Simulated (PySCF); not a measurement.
# RhO3: relaxation and vibrations of the doublet

Aim: relax RhO3 as a doublet from a PBE0 minimum start, check by its vibrations whether the end is a minimum, and collect its spectrum and constants.

Method: PBE0, basis Rh def2-SVP with ECP28, O def2-SVP, scalar-relativistic core potentials, no spin–orbit coupling, density fitting; program: PySCF 2.14.0.

### 1 The system as given

4 atoms, charge 0, spin multiplicity 2.

Bond lengths: Rh1–O2 1.745 Å, Rh1–O3 1.665 Å, Rh1–O4 1.665 Å. Angles: O2–Rh1–O3 113.3°, O2–Rh1–O4 113.3°, O3–Rh1–O4 133.5°.

```xyz
4
charge 0 multiplicity 2
Rh    0.0000    0.0000   -0.0451
O     0.0000    0.0000    1.7002
O     1.5294    0.0000   -0.7029
O    -1.5294    0.0000   -0.7029
```

### 2 First SCF at the start

The steps below are one call of a driver around PySCF. For each, scf.py gives the equivalent set-up of the SCF; relaxations use the driver's own optimiser. After this first run the driver tries any further starts and a stability analysis.

The input, scf.py:

```python
from pyscf import gto, scf, dft
mol = gto.M(atom='''
Rh    -0.000000     0.000000    -0.045104
O     -0.000000     0.000000     1.700158
O      1.529419    -0.000000    -0.702900
O     -1.529419     0.000000    -0.702900''',
    basis={'Rh': 'def2-SVP', 'O': 'def2-SVP'},
    ecp={'Rh': 'def2-SVP'},
    charge=0, spin=1)
mf = dft.UKS(mol, xc='PBE0')
mf.grids.atom_grid = (50, 194)
aux = {'Rh': 'def2-universal-JKFIT', 'O': 'def2-universal-JKFIT'}
mf = mf.density_fit(auxbasis=aux)
mf.conv_tol = 1e-08
mf.diis_space = 10
mf.max_cycle = 60
mf.init_guess = 'minao'
mf.verbose = 4
mf.kernel()
```

On the command line:

```bash
> OMP_NUM_THREADS=2 python axn.py task.json out
```

Further steps of the session: Relaxing the doublet from the PBE0 minimum start; Relaxing without the symmetry constraint; Frequencies.

What does the calculation give? Wanted: minimum; geometry; wavenumbers; dipole moment; highest occupied, lowest empty level; polar-tensor charge of Rh1; zero-point energy; atomisation energy; ⟨S²⟩.

**Answer**, as computed:

```
                                          quantity                                                               value
                                           minimum                                                        doublet, C2v
                                          geometry  Rh–O 1.684 Å, Rh–O 1.714 Å (×2); O–Rh–O 111.9°, O–Rh–O 124.0° (×2)
                                wavenumbers (cm⁻¹)          163 (b1), 227 (b2), 282 (a1), 699 (b2), 809 (a1), 844 (a1)
                                     dipole moment                                                              0.45 D
highest occupied, lowest empty level (either spin)                                                     -9.13, -5.36 eV
                        polar-tensor charge of Rh1                                                             +0.97 e
                                 zero-point energy                                                         18.1 kJ/mol
                               entropy at 298.15 K                                                     303.4 J/(mol K)
         atomisation energy (no zero-point energy)                                                         1034 kJ/mol
                                              ⟨S²⟩                                                               1.222
```

The molecule stays C2v, as typed, and the end point is a minimum. The determinant is spin-contaminated (⟨S²⟩ = 1.22 against 0.75), so it is no pure spin state. In the infrared the band at 809 cm⁻¹ (a1, stretch) leads. The first SCF alone would have been 9 kJ/mol too high. Only this shape and spin were tried, so other structures or states may lie lower. One determinant may miss the lowest occupation of an open d or f shell.
